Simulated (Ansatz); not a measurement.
# MoS2: the cost of one run

Program: Ansatz 0.2.0. Level of theory: DFT HSE06, scalar-relativistic, plane waves, PAW. These are calculated values, not measurements.

## Step 1: The starting structure

The structure is hexagonal, space group P6_3/mmc (No. 194). Conventional cell: a = 3.185 Å, b = 3.185 Å, c = 14.651 Å, α = 90.00°, β = 90.00°, γ = 120.00°. Mo (site symmetry -6m2) has 6 S at 2.41 Å as nearest neighbours. S (site symmetry 3m) has 3 Mo at 2.41 Å as nearest neighbours.

As a file:

```cif
data_structure
_symmetry_space_group_name_H-M 'P6_3/mmc'
_symmetry_Int_Tables_number 194
_cell_length_a 3.1851
_cell_length_b 3.1851
_cell_length_c 14.6509
_cell_angle_alpha 90.000
_cell_angle_beta 90.000
_cell_angle_gamma 120.000
_cell_volume 128.72
loop_
_atom_site_label
_atom_site_type_symbol
_atom_site_symmetry_multiplicity
_atom_site_Wyckoff_symbol
_atom_site_fract_x
_atom_site_fract_y
_atom_site_fract_z
_atom_site_occupancy
Mo1 Mo 2 c 0.33333 0.66667 0.25000 1
S1 S 4 f 0.33333 0.66667 0.64335 1
```

It is the end of an earlier relaxation with the same method, from a generated guess; it is a trial structure. At a tolerance of 0.02 Å it has space group P6_3/mmc (No. 194); it has 21.45 Å³/atom, an uncorrected energy of -0.89 eV/atom over the elements and, on its mesh, gap 1.43 eV.

## Step 2: Level of theory: HSE06

File input.yaml:

```yaml
crystal:
  lattice:
    - [3.1851326759, 0.0, 0.0]
    - [-1.5925663379, 2.7584058118, 0.0]
    - [0.0, 0.0, 14.6508748437]
  atoms:
    - { symbol: Mo, position: [0.3333333333, 0.6666666667, 0.25] }
    - { symbol: Mo, position: [0.6666666667, 0.3333333333, 0.75] }
    - { symbol: S, position: [0.3333333333, 0.6666666667, 0.6433467571] }
    - { symbol: S, position: [0.6666666667, 0.3333333333, 0.1433467571] }
    - { symbol: S, position: [0.3333333333, 0.6666666667, 0.8566532429] }
    - { symbol: S, position: [0.6666666667, 0.3333333333, 0.3566532429] }
basis:
  ecutwfc: 420
kpoints:
  mp_grid: { grid: [6, 6, 2] }
  band_path:
    path:
      - [[0.0, 0.0, 0.0], [0.5, 0.0, 0.0], [0.33333333, 0.33333333, 0.0], [0.0, 0.0, 0.0], [0.0, 0.0, 0.5], [0.5, 0.0, 0.5], [0.33333333, 0.33333333, 0.5], [0.0, 0.0, 0.5]]
      - [[0.5, 0.0, 0.5], [0.5, 0.0, 0.0]]
      - [[0.33333333, 0.33333333, 0.5], [0.33333333, 0.33333333, 0.0]]
    npoints: 4
hamiltonian:
  xc: hse06
scf:
  occupations: { method: gaussian, width: 0.02 }
output:
  forces: true
  stress: true
  eigenvalues: true
  populations: true
  dos: { projected: true, de: 0.02 }
  bader: false
  write_density: true
  write_potential: true
  elf: true
  volumetric_format: npy
```

The run is started by

```
$ ansatz run input.yaml --threads 1 --pin off --max-ram 2560MiB --backend cpu --events-out ev --progress --plain --runs-dir out
```

What time and memory should one allow on 1 thread of Intel Xeon at 2.70GHz, shared host?

About 16 min, with a peak of 2.1 GiB.
